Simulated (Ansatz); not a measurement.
A nudged elastic band was laid between two geometries of a periodic cell of 13 atoms, LiMg12 (host Mg, host structure hcp, interstitial Li).

Level of theory: DFT PBE, scalar-relativistic, plane waves, PAW in Ansatz 0.2.0. Settings: cutoff 420 eV, k mesh 4x3x4, gaussian smearing 0.05 eV, no spin polarisation.

```json
{
  "movable images": "7",
  "climbing image": "yes",
  "spring": "5.0 eV/Å²",
  "optimiser": "quadratic models (default)",
  "start path": "IDPP",
  "force threshold": "0.03 eV/Å",
  "iteration limit": "71",
  "end points": "relaxed"
}
```

Image 0:

```xyz
13
Lattice="6.4200 0.0000 0.0000 -4.8150 8.3398 0.0000 0.0000 0.0000 5.2130" Properties=species:S:1:pos:R:3
Mg -0.063 -0.262 0.047
Mg 0.047 2.000 2.155
Mg -1.595 2.790 -0.178
Mg -1.611 4.665 2.687
Mg -2.789 5.896 0.058
Mg -3.207 7.601 2.675
Mg 3.356 0.103 0.097
Mg 3.395 1.799 2.571
Mg 1.360 2.189 -0.566
Mg 1.670 4.864 3.202
Mg 0.172 5.355 0.386
Mg -0.053 7.384 2.736
Li 2.489 3.772 1.004
```

Image 8:

```xyz
13
Lattice="6.4200 0.0000 0.0000 -4.8150 8.3398 0.0000 0.0000 0.0000 5.2130" Properties=species:S:1:pos:R:3
Mg -0.056 -0.263 -0.032
Mg 0.035 1.979 3.023
Mg -1.585 2.793 0.167
Mg -1.610 4.662 2.526
Mg -2.759 5.909 -0.035
Mg -3.208 7.584 2.557
Mg 3.362 0.119 -0.095
Mg 3.363 1.812 2.631
Mg 1.355 2.206 0.524
Mg 1.668 4.857 2.004
Mg 0.187 5.352 -0.403
Mg -0.060 7.389 2.482
Li 2.523 3.807 -0.992
```

Task: What changes between the two ends?

Result: The atom that moves furthest is Li13, by 2.00 Å; four of its nearest neighbours are Mg9 2.50, Mg10 2.59, Mg5 2.59, Mg8 2.68 Å at the first end and Mg9 2.49, Mg5 2.57, Mg10 2.60, Mg8 2.69 Å at the last.

Task: What energy profile does the band end with?

Result: The forces met the threshold. The highest image is number 4 of 0 to 8, 0.221 eV above the ends, which have the same energy within 2 meV. By the program's own check the climbing image is a first-order saddle point (lowest curvatures found: -0.61 and 0.09 eV/Å²). Limits of this set-up: coarse k mesh, a small cell, in which the defect meets its images, a typed lattice constant that wasn't relaxed here.

| image | path coordinate (Å) | energy (eV) |
| --- | --- | --- |
| 0 | 0.00 | 0.000 |
| 1 | 0.51 | 0.000 |
| 2 | 1.01 | 0.030 |
| 3 | 1.51 | 0.152 |
| 4 | 2.02 | 0.221 |
| 5 | 2.51 | 0.155 |
| 6 | 3.00 | 0.034 |
| 7 | 3.49 | -0.001 |
| 8 | 3.99 | 0.000 |

Task: What is the geometry of the highest image?

Result: 
```xyz
13
Lattice="6.4200 0.0000 0.0000 -4.8150 8.3398 0.0000 0.0000 0.0000 5.2130" Properties=species:S:1:pos:R:3:forces:R:3
Mg -0.069 -0.406 0.004 0.00 0.00 0.00
Mg -0.241 1.710 2.597 0.00 0.00 0.00
Mg -1.452 2.799 -0.005 0.00 0.00 0.00
Mg -1.642 4.613 2.607 0.00 0.00 0.00
Mg -2.538 6.158 0.008 0.00 0.00 0.00
Mg -3.217 7.625 2.614 0.00 0.00 0.00
Mg 3.529 0.287 -0.001 0.00 0.00 0.00
Mg 3.102 2.014 2.600 0.00 0.00 0.00
Mg 1.286 2.054 -0.014 0.00 0.01 0.00
Mg 1.641 4.728 2.604 0.00 -0.01 0.00
Mg 0.226 5.291 -0.002 0.00 0.00 0.00
Mg -0.154 7.296 2.607 0.00 0.00 0.00
Li 2.723 4.012 -0.003 -0.01 0.00 0.00
```

Run time: 7.4 min on 4 threads of Intel(R) Xeon(R) Platinum 8488C (Sapphire Rapids), with other jobs on the host, peak memory 3.6 GiB.
